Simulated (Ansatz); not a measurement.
# NbCu (Fm-3m) in Ansatz: a series of runs, part 2 of 2

Ansatz 0.2.0. The steps go on from the part before.

## Step 3: Relaxation of cell and atoms, PBEsol, target pressure 2 GPa, at which the enthalpy is minimised

The input, input.yaml:

```yaml
crystal:
  lattice:
    - [0.0, 2.56221, 2.56221]
    - [2.56221, 0.0, 2.56221]
    - [2.56221, 2.56221, 0.0]
  atoms:
    - { symbol: Nb, position: [0.0, 0.0, 0.0] }
    - { symbol: Cu, position: [0.5, 0.5, 0.5] }
hamiltonian:
  xc: pbesol
  pseudopotentials: { kind: paw }
kpoints:
  mp_grid: { grid: [9, 9, 9] }
scf:
  occupations: { method: fermi_dirac, width: 0.05 }
output:
  forces: true
  stress: true
  eigenvalues: true
relax:
  f_tol: 0.01
  max_steps: 40
  cell: { stress_tol: 0.05, p_target: 2.0 }
```

Potentials or basis: Ansatz PAW.

The run is started by

```console
ansatz run input.yaml --threads 2 --pin off --max-ram 5632MiB --backend cpu --events-out ev --progress --plain --runs-dir out
```

Run time: 6.9 s. Hardware: 2 threads of Arm Neoverse N1, shared host; peak memory 0.32 GiB.

It converged, with:

- Free energy: -11082.7219 eV
- Relaxed volume: 15.97 Å³/atom
- Relaxed cell: a = 3.562 Å, b = 3.562 Å, c = 3.562 Å, α = 60.00°, β = 60.00°, γ = 60.00°
- Space group after relaxing (to 0.05 Å): Fm-3m (No. 225)
- Energy change on relaxing (the enthalpy is what falls): -11.0 meV/atom
- Ionic steps: 5
- Pressure after relaxing: 2.0 GPa
- Band gap on the k mesh: none (metal or under the smearing width)

The path:
```tsv
step	energy change (eV)	largest force (eV/Å)	volume (Å³)
1	0.0000	0.0000	33.64
2	-0.0066	0.0000	31.28
3	-0.0231	0.0000	32.01
4	-0.0224	0.0000	31.95
5	-0.0220	0.0000	31.95
```

Final structure:
```
Nb Cu
1.0
     0.00000    2.51844    2.51844
     2.51844    0.00000    2.51844
     2.51844    2.51844    0.00000
Nb Cu
1 1
Direct
  0.00000 0.00000 0.00000
  0.50000 0.50000 0.50000
```

Levels at points of the mesh, in eV from the Fermi level:
```tsv
k point	band 12	band 13	band 14	band 15	band 16	band 17	band 18	band 19	band 20
(0.00, 0.00, 0.00)	-4.20	-4.20	-4.20	1.11	1.11	1.11	2.62	2.62	9.05
```

Caveat: the plane-wave basis is chosen anew once the cell has moved, so the energies of steps on either side of that aren't comparable; the PAW data sets come from PBE, with cores solved anew for the run's functional, which leaves a small shift of forces and pressure.

## Step 4: Relaxation of cell and atoms, PBEsol, target pressure 5 GPa, at which the enthalpy is minimised

input.yaml: that of step 3 with these lines changed.

```diff
@@ -22,2 +22,2 @@
   max_steps: 40
-  cell: { stress_tol: 0.05, p_target: 2.0 }
+  cell: { stress_tol: 0.05, p_target: 5.0 }
```

Potentials or basis: Ansatz PAW.

The run is started by

```console
ansatz run input.yaml --threads 2 --pin off --max-ram 5632MiB --backend cpu --events-out ev --progress --plain --runs-dir out
```

Log:

```text
Warning: RAYON_NUM_THREADS=2 ignored (pool sized by the plan → 2); use --threads N
Engine: ansatz 0.2.0, aarch64-unknown-linux-gnu
Pseudopotentials: kind: paw
Pseudopotential: Nb, paw, valence charge 13, recommended cutoff 420 eV (normal), Nb.paw.azcp
Pseudopotential: Cu, paw, valence charge 19, recommended cutoff 420 eV (normal), Cu.paw.azcp
Functional definition: PBEsol
  exchange = pbesol_x
  correlation = pbesol_c
Crystal: 2 atoms, lattice volume = 33.641 Å³
Basis set: ecut = 420 eV, 645 PW (Γ), exchange–correlation on 50×50×50 points (8 copies of the dense FFT grid, shifted against one another)
Bands: 20, of which v1, the nominal top of the filled ones, is band 16 counted from 1 (15 counted from 0)
Symmetry: 48 space group operations
[... 104 lines left out ...]
       -0.000000       4.976698      -0.000000
        0.000000      -0.000000       4.976698
  P = ⅓ Tr σ = 4.9767 GPa (49.767 kbar)
--- Band table (eV; the first three rows and the last of 35) ---
  k-point 0: bands = ["-96.7576", "-54.2620", "-54.2620", "-54.2620", "-38.5036", "-14.4818", "-14.4818", "-14.4818", "8.9569", "11.7399", "11.7399", "12.0671", "12.0671", "12.0671", "17.4859", "17.4859", "17.4859", "19.0443", "19.0443", "25.4985"]
  k-point 1: bands = ["-96.7576", "-54.2622", "-54.2620", "-54.2620", "-38.5006", "-14.5120", "-14.4872", "-14.4872", "9.2397", "11.8292", "11.8292", "12.0728", "12.1527", "12.1527", "17.1919", "17.4473", "17.4473", "18.6546", "18.6546", "24.8834"]
  k-point 2: bands = ["-96.7576", "-54.2629", "-54.2621", "-54.2621", "-38.4931", "-14.5877", "-14.5008", "-14.5008", "10.0382", "12.0821", "12.0821", "12.1084", "12.3783", "12.3783", "16.4721", "17.0137", "17.0137", "18.2160", "18.2160", "23.5175"]
  k-point 34: bands = ["-96.7575", "-54.2633", "-54.2630", "-54.2627", "-38.4730", "-14.6554", "-14.6236", "-14.5770", "12.0039", "12.1590", "12.3642", "12.3835", "13.0892", "13.2522", "15.3832", "15.8927", "16.3245", "18.8256", "20.0986", "21.1477"]
--- Relaxed structure (4 steps of the walk, 4 accepted, 1 SCFs on fresh bases) ---
  F+E_penalty+E_count = -11082.71024661 eV   max|allowed force component| = 1.956e-28 eV/Å   (the final SCF, on the basis selected at the relaxed cell)
  cell:  # Å, volume = 31.4104 Å³
    - [-9.04477054459643e-34, 2.504271097143489, 2.504271097143489]
    - [2.504271097143489, 1.29608674224714e-33, 2.504271097143489]
    - [2.504271097143489, 2.504271097143489, -4.139989776727662e-35]
  atoms:
    - { symbol: Nb, position: [-1.1744804438052972e-36, 6.068148959955649e-36, 9.200096810291994e-36] }
    - { symbol: Cu, position: [0.49999999999999994, 0.49999999999999994, 0.49999999999999994] }
```

It took 7 s on 2 threads of Arm Neoverse N1, shared host; peak memory 0.32 GiB.

What came out:

```yaml
Free_energy: -11082.7102 eV
Relaxed_volume: 15.71 Å³/atom
Relaxed_cell: a = 3.542 Å, b = 3.542 Å, c = 3.542 Å, α = 60.00°, β = 60.00°, γ = 60.00°
Space_group_after_relaxing_to_0.05_Å: Fm-3m (No. 225)
Energy_change_on_relaxing_the_enthalpy_is_what_falls: -5.2 meV/atom
Ionic_steps: 5
Pressure_after_relaxing: 5.0 GPa
Band_gap_on_the_k_mesh: none (metal or under the smearing width)
```

Step by step:
```
step  energy change (eV)  largest force (eV/Å)  volume (Å³)
   1              0.0000                0.0000        33.64
   2              0.0396                0.0000        30.40
   3             -0.0142                0.0000        31.52
   4             -0.0110                0.0000        31.41
   5             -0.0104                0.0000        31.41
```

Final structure:
```xyz
2
Lattice="0.0000 2.5043 2.5043 2.5043 0.0000 2.5043 2.5043 2.5043 0.0000" Properties=species:S:1:pos:R:3 pbc="T T T"
Nb    0.0000    0.0000    0.0000
Cu    2.5043    2.5043    2.5043
```

Caveat: the plane-wave basis is chosen anew once the cell has moved, so the energies of steps on either side of that aren't comparable; the PAW data sets come from PBE, with cores solved anew for the run's functional, which leaves a small shift of forces and pressure.

## Step 5: Relaxation of cell and atoms, PBEsol, target pressure 10 GPa, at which the enthalpy is minimised

input.yaml: that of step 4 with these lines changed.

```diff
@@ -19,2 +19,6 @@
   eigenvalues: true
+  write_density: true
+  write_potential: true
+  elf: true
+  volumetric_format: npy
 relax:
@@ -22,2 +26,2 @@
   max_steps: 40
-  cell: { stress_tol: 0.05, p_target: 5.0 }
+  cell: { stress_tol: 0.05, p_target: 10.0 }
```

The run is started by

```console
ansatz run input.yaml --threads 2 --pin off --max-ram 5632MiB --backend cpu --events-out ev --progress --plain --runs-dir out
```

Wall time 7.9 s (2 threads of Arm Neoverse N1, shared host); peak memory 0.33 GiB.

Results (log left out):

| Item | Value |
| --- | --- |
| Free energy | -11082.6728 eV |
| Relaxed volume | 15.30 Å³/atom |
| Relaxed cell | a = 3.511 Å, b = 3.511 Å, c = 3.511 Å, α = 60.00°, β = 60.00°, γ = 60.00° |
| Space group after relaxing (to 0.05 Å) | Fm-3m (No. 225) |
| Energy change on relaxing (the enthalpy is what falls) | +13.5 meV/atom |
| Ionic steps | 5 |
| Pressure after relaxing | 10.0 GPa |
| Band gap on the k mesh | none (metal or under the smearing width) |

Step by step:
| step | energy change (eV) | largest force (eV/Å) | volume (Å³) |
| --- | --- | --- | --- |
| 1 | 0.0000 | 0.0000 | 33.64 |
| 2 | 0.1878 | 0.0000 | 28.97 |
| 3 | 0.0117 | 0.0000 | 30.86 |
| 4 | 0.0262 | 0.0000 | 30.60 |
| 5 | 0.0271 | 0.0000 | 30.60 |

Final structure:
```yaml
crystal:
  lattice:
    - [0.00000, 2.48262, 2.48262]
    - [2.48262, 0.00000, 2.48262]
    - [2.48262, 2.48262, 0.00000]
  atoms:
    - { symbol: Nb, position: [0.00000, 0.00000, 0.00000] }
    - { symbol: Cu, position: [0.50000, 0.50000, 0.50000] }
```

Levels at points of the mesh, in eV from the Fermi level:
| k point | band 12 | band 13 | band 14 | band 15 | band 16 | band 17 | band 18 | band 19 | band 20 |
| --- | --- | --- | --- | --- | --- | --- | --- | --- | --- |
| (0.00, 0.00, 0.00) | -4.42 | -4.42 | -4.42 | 1.17 | 1.17 | 1.17 | 2.79 | 2.79 | 9.29 |

Caveat: the plane-wave basis is chosen anew once the cell has moved, so the energies of steps on either side of that aren't comparable; the PAW data sets come from PBE, with cores solved anew for the run's functional, which leaves a small shift of forces and pressure.

## Step 6: Relaxation of cell and atoms, PBEsol, target pressure 20 GPa, at which the enthalpy is minimised

input.yaml: that of step 5 with these lines changed.

```diff
@@ -19,6 +19,2 @@
   eigenvalues: true
-  write_density: true
-  write_potential: true
-  elf: true
-  volumetric_format: npy
 relax:
@@ -26,2 +22,2 @@
   max_steps: 40
-  cell: { stress_tol: 0.05, p_target: 10.0 }
+  cell: { stress_tol: 0.05, p_target: 20.0 }
```

Potentials or basis: Ansatz PAW.

The run is started by

```console
ansatz run input.yaml --threads 2 --pin off --max-ram 5632MiB --backend cpu --events-out ev --progress --plain --runs-dir out
```

Wall time 6.8 s (2 threads of Arm Neoverse N1, shared host); peak memory 0.32 GiB.

Results (log left out):

| Property | Result |
| --- | --- |
| Free energy | -11082.5485 eV |
| Relaxed volume | 14.63 Å³/atom |
| Relaxed cell | a = 3.459 Å, b = 3.459 Å, c = 3.459 Å, α = 60.00°, β = 60.00°, γ = 60.00° |
| Space group after relaxing (to 0.05 Å) | Fm-3m (No. 225) |
| Energy change on relaxing (the enthalpy is what falls) | +75.7 meV/atom |
| Ionic steps | 5 |
| Pressure after relaxing | 20.0 GPa |
| Band gap on the k mesh | none (metal or under the smearing width) |

Step by step:
```csv
step,energy change (eV),largest force (eV/Å),volume (Å³)
1,0.0000,0.0000,33.64
2,0.1965,0.0000,28.91
3,0.1404,0.0000,29.34
4,0.1500,0.0000,29.26
5,0.1514,0.0000,29.26
```

Final structure:
```
CELL_PARAMETERS angstrom
0.00000 2.44570 2.44570
2.44570 0.00000 2.44570
2.44570 2.44570 0.00000
ATOMIC_POSITIONS crystal
Nb 0.00000 0.00000 0.00000
Cu 0.50000 0.50000 0.50000
```

Levels at points of the mesh, in eV from the Fermi level:
| k point | band 13 | band 14 | band 15 | band 16 | band 17 | band 18 | band 19 | band 20 |
| --- | --- | --- | --- | --- | --- | --- | --- | --- |
| (0.00, 0.00, 0.00) | -4.66 | -4.66 | 1.23 | 1.23 | 1.23 | 2.97 | 2.97 | 9.48 |

Caveat: the plane-wave basis is chosen anew once the cell has moved, so the energies of steps on either side of that aren't comparable; the PAW data sets come from PBE, with cores solved anew for the run's functional, which leaves a small shift of forces and pressure.

## Step 7: Summary

| cell | target pressure (GPa) | gap on the mesh (eV) | pressure (GPa) |
| --- | --- | --- | --- |
| relaxed | 0 | none | 0.0 |
| relaxed to 2 GPa | 2 | none | 2.0 |
| relaxed to 5 GPa | 5 | none | 5.0 |
| relaxed to 10 GPa | 10 | none | 10.0 |
| relaxed to 20 GPa | 20 | none | 20.0 |

Alike in all rows: task relaxation of cell and atoms; level PBEsol; potentials or basis Ansatz PAW; no spin polarisation; k mesh 9 × 9 × 9; cutoff (eV) 420; smearing fermi-dirac 0.05 eV.

Caveats: the plane-wave basis is chosen anew once the cell has moved, so the energies of steps on either side of that aren't comparable; the PAW data sets come from PBE, with cores solved anew for the run's functional, which leaves a small shift of forces and pressure.

Absolute energies hang on the potentials; compare differences alone.
